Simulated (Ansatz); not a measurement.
Set up this calculation in Ansatz 0.2.0, as the native input.

| Item | Value |
| --- | --- |
| Task | single point |
| Functional | PBE |
| Potentials or basis | Ansatz PAW |
| Cutoff | 420 eV (not typed: the program's choice for these potentials) |
| k mesh | 8 × 8 × 8 |
| Occupations | fermi-dirac, width 0.05 eV |
| Spin | no spin polarisation |

Crystal: BiS.

```
Bi S
1.0
     2.10927    1.21779    3.50049
    -2.10927    1.21779    3.50049
     0.00000   -2.43558    3.50049
Bi S
1 1
Direct
  0.00000 0.00000 0.00000
  0.50000 0.50000 0.50000
```

The cell was built by a generator and needn't be a form met in nature.

The cell isn't the ideal one: as made, not relaxed: species swapped into the SnSb type (R-3m, No. 166).

The input as run:

input.yaml

```yaml
crystal:
  lattice:
    - [2.10927087, 1.2177881, 3.50048748]
    - [-2.10927087, 1.2177881, 3.50048748]
    - [0.0, -2.43557621, 3.50048748]
  atoms:
    - { symbol: Bi, position: [0.0, 0.0, 0.0] }
    - { symbol: S, position: [0.5, 0.5, 0.5] }
hamiltonian:
  xc: pbe
  pseudopotentials: { kind: paw }
kpoints:
  mp_grid: { grid: [8, 8, 8] }
scf:
  occupations: { method: fermi_dirac, width: 0.05 }
output:
  forces: true
  stress: true
  eigenvalues: true
  write_density: true
  write_potential: true
  elf: true
  volumetric_format: npy
```

Potentials or basis: Ansatz PAW.

Run with:

```sh
$ ansatz run input.yaml --threads 2 --pin off --max-ram 5632MiB --backend cpu --events-out ev --progress --plain --runs-dir out
```

It gave:

```yaml
Pressure: -1.3 GPa
Band_gap_on_the_k_mesh: none (metal or under the smearing width)
```

Caveat: spin-orbit coupling is left out, which moves the levels of the heavy elements.

It took 2 s on 2 threads of Arm Neoverse V1, with other jobs on the host, peak memory 0.35 GiB.
